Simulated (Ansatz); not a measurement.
**C4H7Al: basis-set convergence**

One table from this session's results is given with a row withheld; the runs are named, their logs left out.

Program: Ansatz 0.2.0, Gaussian basis. Level of theory: one geometry, several basis sets. These are calculated values, not measurements.

Plan: PBE0-D4/def2-SVP; ωB97M-V/def2-SVP; PBE0-D4/def2-QZVPP; ωB97M-V/def2-QZVPP; the functionals' def2-TZVPP values are taken from earlier runs.

## The relaxed structure

The geometry comes from an earlier relaxation with PBE0-D4 in a triple-zeta def2 set; it is a stationary point, not always the lowest conformer.

SMILES `C#[C][Al]([CH3])[CH3]`, 12 atoms, charge 0, spin multiplicity 1.

Atoms are counted from 1 here; the program's logs count them from 0.

Bond lengths: C1–C2 1.211 Å, C1–H6 1.067 Å, C2–Al3 1.919 Å, Al3–C4 1.947 Å, Al3–C5 1.947 Å, C4–H7 1.095 Å, C4–H8 1.096 Å, C4–H9 1.092 Å, C5–H10 1.095 Å, C5–H11 1.095 Å, C5–H12 1.093 Å. Angles: C2–C1–H6 180.0°, C1–C2–Al3 179.8°, C2–Al3–C4 118.9°, C2–Al3–C5 117.4°, C4–Al3–C5 123.7°, Al3–C4–H7 110.9°, Al3–C4–H8 110.8°, Al3–C4–H9 112.8°, H7–C4–H8 106.2°, H7–C4–H9 108.0°, H8–C4–H9 107.9°, Al3–C5–H10 110.6°, Al3–C5–H11 110.8°, Al3–C5–H12 113.2°, H10–C5–H11 106.1°, H10–C5–H12 107.8°, H11–C5–H12 108.0°.

Set-up of the first run:

in.yaml

```yaml
crystal:
  periodic: [false, false, false]
  atoms:
    - {symbol: C, position_ang: [-0.511330, 2.973181, 0.516983]}
    - {symbol: C, position_ang: [-0.307982, 1.795970, 0.315601]}
    - {symbol: Al, position_ang: [0.008952, -0.070119, 0.001243]}
    - {symbol: C, position_ang: [-0.814840, -1.376176, 1.187557]}
    - {symbol: C, position_ang: [1.151390, -0.544346, -1.502384]}
    - {symbol: H, position_ang: [-0.690297, 4.009745, 0.693942]}
    - {symbol: H, position_ang: [-0.055502, -2.009492, 1.658967]}
    - {symbol: H, position_ang: [-1.470499, -2.051834, 0.627423]}
    - {symbol: H, position_ang: [-1.407070, -0.913801, 1.979880]}
    - {symbol: H, position_ang: [2.155804, -0.128248, -1.368920]}
    - {symbol: H, position_ang: [0.766045, -0.116693, -2.433800]}
    - {symbol: H, position_ang: [1.252329, -1.623188, -1.642493]}
basis:
  gaussian: {orbitals: def2-SVP}
hamiltonian: {xc: pbe0, dispersion: d4}
output: {orbitals: {seedname: orbitals}}
```

Launch:

```console
> ansatz run in.yaml --threads 4 --pin off --events-out ev --progress --plain --max-ram 10444MiB
```

Among the steps run: PBE0-D4 in def2-SVP; ωB97M-V in def2-SVP; PBE0-D4 in def2-QZVPP; ωB97M-V in def2-QZVPP.

One table of the session follows, with a row left open; its other results are not shown here.

It belongs to the step «Functionals by basis». 

| functional | basis | HOMO (eV) |
| --- | --- | --- |
| PBE0-D4 | def2-SVP | -7.52 |
| PBE0-D4 | def2-TZVPP | ? |
| PBE0-D4 | def2-QZVPP | -7.60 |
| ωB97M-V | def2-SVP | -9.73 |
| ωB97M-V | def2-TZVPP | -9.81 |
| ωB97M-V | def2-QZVPP | -9.81 |

Q: Estimate the row for PBE0-D4, def2-TZVPP from the others.

As computed: HOMO (eV): -7.59. In the column «HOMO (eV)» it lies between PBE0-D4, def2-QZVPP (-7.60) and PBE0-D4, def2-SVP (-7.52).
